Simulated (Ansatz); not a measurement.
# MgAlInC6N6: the cost of one run

Computed with Ansatz 0.2.0 (DFT PBE, scalar-relativistic, plane waves, PAW, unless a step's input says otherwise).

## (1) The system as given

Symmetry: F-43m, No. 216, cubic system. The conventional cell has a = 10.267 Å, b = 10.267 Å, c = 10.267 Å, α = 90.00°, β = 90.00°, γ = 90.00°. Around Mg (site symmetry -43m) lie 12 C at 3.67 Å and 12 N at 3.68 Å. Al (site symmetry -43m) has 6 N at 1.96 Å in its first shell of neighbours. In (site symmetry -43m) has 6 C at 2.00 Å in its first shell of neighbours. C (site symmetry 2mm) has 1 N at 1.17 Å and 1 In at 2.00 Å in its first shell of neighbours. Around N (site symmetry 2mm) lie 1 C at 1.17 Å and 1 Al at 1.96 Å.

Coordinates:

```cif
data_structure
_symmetry_space_group_name_H-M 'P 1'
_symmetry_Int_Tables_number 1
_cell_length_a 7.2599
_cell_length_b 7.2599
_cell_length_c 7.2599
_cell_angle_alpha 60.000
_cell_angle_beta 60.000
_cell_angle_gamma 60.000
_cell_volume 270.56
loop_
_atom_site_label
_atom_site_type_symbol
_atom_site_fract_x
_atom_site_fract_y
_atom_site_fract_z
_atom_site_occupancy
Mg1 Mg 0.75000 0.75000 0.75000 1
Al1 Al 0.50000 0.50000 0.50000 1
In1 In 0.00000 0.00000 0.00000 1
C1 C 0.80510 0.19490 0.19490 1
C2 C 0.19490 0.19490 0.80510 1
C3 C 0.80510 0.19490 0.80510 1
C4 C 0.19490 0.80510 0.80510 1
C5 C 0.80510 0.80510 0.19490 1
C6 C 0.19490 0.80510 0.19490 1
N1 N 0.69115 0.30885 0.30885 1
N2 N 0.30885 0.30885 0.69115 1
N3 N 0.69115 0.30885 0.69115 1
N4 N 0.30885 0.69115 0.69115 1
N5 N 0.69115 0.69115 0.30885 1
N6 N 0.30885 0.69115 0.30885 1
```

The cell is invented: cyanide-bridged rock-salt net of two metals, 1 guest cations a cell (F-43m, No. 216). Its size is a rough estimate.

## (2) Probe: one point on a coarse mesh

Input file input.yaml:

```yaml
crystal:
  lattice:
    - [0.0, 5.1335, 5.1335]
    - [5.1335, 0.0, 5.1335]
    - [5.1335, 5.1335, 0.0]
  atoms:
    - { symbol: Mg, position: [0.75, 0.75, 0.75] }
    - { symbol: Al, position: [0.5, 0.5, 0.5] }
    - { symbol: In, position: [0.0, 0.0, 0.0] }
    - { symbol: C, position: [0.80510373, 0.19489627, 0.19489627] }
    - { symbol: C, position: [0.19489627, 0.19489627, 0.80510373] }
    - { symbol: C, position: [0.80510373, 0.19489627, 0.80510373] }
    - { symbol: C, position: [0.19489627, 0.80510373, 0.80510373] }
    - { symbol: C, position: [0.80510373, 0.80510373, 0.19489627] }
    - { symbol: C, position: [0.19489627, 0.80510373, 0.19489627] }
    - { symbol: "N", position: [0.69114639, 0.30885361, 0.30885361] }
    - { symbol: "N", position: [0.30885361, 0.30885361, 0.69114639] }
    - { symbol: "N", position: [0.69114639, 0.30885361, 0.69114639] }
    - { symbol: "N", position: [0.30885361, 0.69114639, 0.69114639] }
    - { symbol: "N", position: [0.69114639, 0.69114639, 0.30885361] }
    - { symbol: "N", position: [0.30885361, 0.69114639, 0.30885361] }
basis:
  ecutwfc: 420
kpoints:
  mp_grid: { grid: [4, 4, 4] }
hamiltonian:
  xc: pbe
scf:
  occupations: { method: gaussian, width: 0.1 }
  lower_state_search: "off"
output:
  forces: true
  stress: true
  eigenvalues: true
```

The run is started by

```bash
ansatz run input.yaml --threads 1 --pin off --max-ram 2560MiB --backend cpu --events-out ev --progress --plain --runs-dir out
```

**Question.** How long does this run take on 1 thread of Intel Xeon Platinum 8488C (Sapphire Rapids), shared host, and how much memory does it need?

About 6.9 s, with a peak of 0.53 GiB.
